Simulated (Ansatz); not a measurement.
# Ge5Bi3: the cost of one run

All numbers below are computed with Ansatz 0.2.0 (DFT PBE, scalar-relativistic, plane waves, PAW).

## 1. The starting structure

The cell holds 16 atoms (Bi6Ge10): a = 7.335 Å, b = 7.029 Å, c = 7.583 Å, α = 92.01°, β = 92.87°, γ = 92.74°.

10 Ge, 6 Bi were thrown into a skewed cell at random, at 0.96 times a reference volume of the solid, and pushed apart as soft spheres.

Structure file:

```
CELL_PARAMETERS angstrom
7.33022 -0.17365 -0.18847
-0.17365 7.02529 -0.13019
-0.18847 -0.13019 7.57958
ATOMIC_POSITIONS crystal
Ge 0.36690 0.45264 0.41706
Ge 0.77356 0.81100 0.30174
Ge 0.15833 0.37666 0.77244
Ge 0.57037 0.12092 0.23095
Ge 0.76404 0.17502 0.94447
Ge 0.88810 0.51885 0.00166
Ge 0.13003 0.68877 0.20535
Ge 0.71181 0.94923 0.62134
Ge 0.51840 0.29225 0.75947
Ge 0.51947 0.65294 0.65070
Bi 0.79259 0.34337 0.52840
Bi 0.31500 0.03571 0.50759
Bi 0.05303 0.71201 0.64996
Bi 0.04939 0.22999 0.23633
Bi 0.53094 0.53063 0.06659
Bi 0.24281 0.04842 0.93874
```

## 2. Stage at 1390 K

The cutoff is lowered while the worst contacts of the packing are taken out. One k point, a Fermi-Dirac width of 0.120 eV and a fixed cell.

The input, input.yaml:

```yaml
crystal:
  lattice:
    - [7.330218, -0.173646, -0.188474]
    - [-0.173646, 7.025293, -0.130189]
    - [-0.188474, -0.130189, 7.579575]
  atoms:
    - { symbol: Ge, position: [0.3668971226, 0.4526355045, 0.4170567379] }
    - { symbol: Ge, position: [0.7735562691, 0.8110039833, 0.3017444032] }
    - { symbol: Ge, position: [0.1583305447, 0.3766568052, 0.7724358349] }
    - { symbol: Ge, position: [0.5703666723, 0.1209153554, 0.2309490921] }
    - { symbol: Ge, position: [0.7640421661, 0.1750209563, 0.9444706979] }
    - { symbol: Ge, position: [0.8881008985, 0.5188537541, 0.0016609578] }
    - { symbol: Ge, position: [0.130032156, 0.6887661233, 0.2053458234] }
    - { symbol: Ge, position: [0.7118074889, 0.9492325089, 0.6213360752] }
    - { symbol: Ge, position: [0.5183953803, 0.2922485461, 0.7594682416] }
    - { symbol: Ge, position: [0.5194652746, 0.6529365086, 0.6507011099] }
    - { symbol: Bi, position: [0.7925895142, 0.3433696422, 0.5284037487] }
    - { symbol: Bi, position: [0.3150026883, 0.0357087294, 0.5075930219] }
    - { symbol: Bi, position: [0.0530271962, 0.712007213, 0.6499604414] }
    - { symbol: Bi, position: [0.0493876355, 0.2299944881, 0.2363343922] }
    - { symbol: Bi, position: [0.5309426338, 0.5306330097, 0.0665928734] }
    - { symbol: Bi, position: [0.2428133139, 0.0484152166, 0.9387385815] }
  symmetry: { detect: false }
basis:
  ecutwfc: 320
  xc_grid: 1
kpoints:
  mp_grid: { grid: [1, 1, 1], shift: [0.25, 0.25, 0.25] }
hamiltonian:
  xc: pbe
scf:
  occupations: { method: fermi_dirac, width: 0.1198 }
  lower_state_search: "off"
  convergence: { dr2_threshold: 1.0e-05 }
output:
  forces: true
  stress: true
md:
  timestep: 3.0
  n_steps: 24
  ensemble: nvt_langevin
  friction: 0.03
  temperature: 1390.0
  initial_velocities: maxwell_boltzmann
  seed: 82117
```

Run with:

```sh
ansatz run input.yaml --threads 2 --pin off --max-ram 5120MiB --backend cpu --events-out ev --progress --plain --runs-dir out
```

**Question.** How long does this run take on 2 threads of Arm Neoverse V2, shared host, and how much memory does it need?

About 46 s, with a peak of 0.52 GiB.
